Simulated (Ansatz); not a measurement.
# CH₈GeO₂Si: one species, many methods

The task here is to estimate one member of a computed series from the others.

Computed with Ansatz 0.2.0, Gaussian basis. Level: functionals in def2-TZVPP, the program's frozen cores in correlated methods.

The runs, in order: PBE-D4, r2SCAN-D4, PBE0-D4, B3LYP-D4, ωB97X-V, ωB97M-V, B2PLYP; CCSD(T)/def2-TZVPP; MP2/def2-QZVPP; extrapolation to the limit.

## The geometry

An earlier PBE0-D4 in a triple-zeta def2 set relaxation fixed the geometry.

SMILES `O[SiH2][CH2][GeH2][OH]`, 13 atoms, charge 0, spin multiplicity 1.

Atoms are counted from 1 here; the program's logs count them from 0.

Bond lengths: O1–Si2 1.664 Å, O1–H6 0.958 Å, Si2–C3 1.854 Å, Si2–H7 1.487 Å, Si2–H8 1.491 Å, C3–Ge4 1.966 Å, C3–H9 1.094 Å, C3–H10 1.093 Å, Ge4–O5 1.782 Å, Ge4–H11 1.535 Å, Ge4–H12 1.543 Å, O5–H13 0.964 Å. Angles: Si2–O1–H6 117.6°, O1–Si2–C3 106.3°, O1–Si2–H7 110.4°, O1–Si2–H8 109.0°, C3–Si2–H7 110.8°, C3–Si2–H8 112.4°, H7–Si2–H8 108.0°, Si2–C3–Ge4 112.7°, Si2–C3–H9 109.0°, Si2–C3–H10 110.1°, Ge4–C3–H9 108.9°, Ge4–C3–H10 108.2°, H9–C3–H10 107.8°, C3–Ge4–O5 109.7°, C3–Ge4–H11 112.0°, C3–Ge4–H12 109.4°, O5–Ge4–H11 104.3°, O5–Ge4–H12 110.1° and more.

Coordinates:

```csv
atom,x (Å),y (Å),z (Å)
O1,-1.1120,-1.3910,0.5204
Si2,0.1817,-1.3708,-0.5258
C3,0.4033,0.3956,-1.0443
Ge4,0.0532,1.6640,0.4159
O5,0.1868,0.8268,1.9831
H6,-1.5090,-2.2398,0.7196
H7,1.4036,-1.8810,0.1508
H8,-0.1137,-2.2679,-1.6790
H9,1.4285,0.5363,-1.3982
H10,-0.2710,0.6322,-1.8718
H11,1.1164,2.7697,0.4838
H12,-1.3609,2.2584,0.2515
H13,-0.4067,0.0675,1.9941
```

Set-up of the first run:

in.yaml

```yaml
crystal:
  periodic: [false, false, false]
  atoms:
    - {symbol: O, position_ang: [-1.112044, -1.391015, 0.520409]}
    - {symbol: Si, position_ang: [0.181685, -1.370778, -0.525814]}
    - {symbol: C, position_ang: [0.403291, 0.395649, -1.044333]}
    - {symbol: Ge, position_ang: [0.053160, 1.664022, 0.415899]}
    - {symbol: O, position_ang: [0.186781, 0.826753, 1.983120]}
    - {symbol: H, position_ang: [-1.509035, -2.239767, 0.719588]}
    - {symbol: H, position_ang: [1.403557, -1.881000, 0.150831]}
    - {symbol: H, position_ang: [-0.113659, -2.267902, -1.678991]}
    - {symbol: H, position_ang: [1.428509, 0.536309, -1.398243]}
    - {symbol: H, position_ang: [-0.271000, 0.632238, -1.871795]}
    - {symbol: H, position_ang: [1.116359, 2.769657, 0.483761]}
    - {symbol: H, position_ang: [-1.360933, 2.258363, 0.251483]}
    - {symbol: H, position_ang: [-0.406683, 0.067470, 1.994095]}
basis:
  gaussian: {orbitals: def2-TZVPP}
hamiltonian: {xc: pbe, dispersion: d4}
output: {forces: true, orbitals: {seedname: orbitals}}
```

Started as:

```sh
> ansatz run in.yaml --threads 2 --pin off --events-out ev --progress --plain --max-ram 22528MiB --backend cuda --devices 0, --max-vram 18GiB
```

Steps of the session up to this table: PBE-D4 (GGA); r2SCAN-D4 (meta-GGA); PBE0-D4 (hybrid); B3LYP-D4 (hybrid); ωB97X-V (range-separated); ωB97M-V (range-separated); B2PLYP (double hybrid); CCSD(T) in def2-TZVPP; MP2 in def2-QZVPP.

One of the session's tables, all rows but one given; the rest of the session is left out.

```
            method  atomisation energy (kJ/mol)
            PBE-D4                       4507.1
         r2SCAN-D4                       4495.6
           PBE0-D4                       4443.7
          B3LYP-D4                       4468.4
           ωB97X-V                       4512.4
           ωB97M-V                       4493.4
            B2PLYP                            ?
     HF/def2-TZVPP                       3250.5
    MP2/def2-TZVPP                       4459.3
   CCSD/def2-TZVPP                       4348.1
CCSD(T)/def2-TZVPP                       4407.9
           MP2/CBS                       4571.4
       CCSD(T)/CBS                       4520.1
```

**Question.** Estimate the row for B2PLYP.

**Answer.** atomisation energy (kJ/mol): 4434.0. In the column «atomisation energy (kJ/mol)» it lies between CCSD(T)/def2-TZVPP (4407.9) and PBE0-D4 (4443.7).

To keep in mind: Free atoms (2 O, 1 Si, 1 C, 1 Ge, 8 H) were run apart at each level; the atomisation energy is their sum less the molecule, without zero-point or spin-orbit terms.
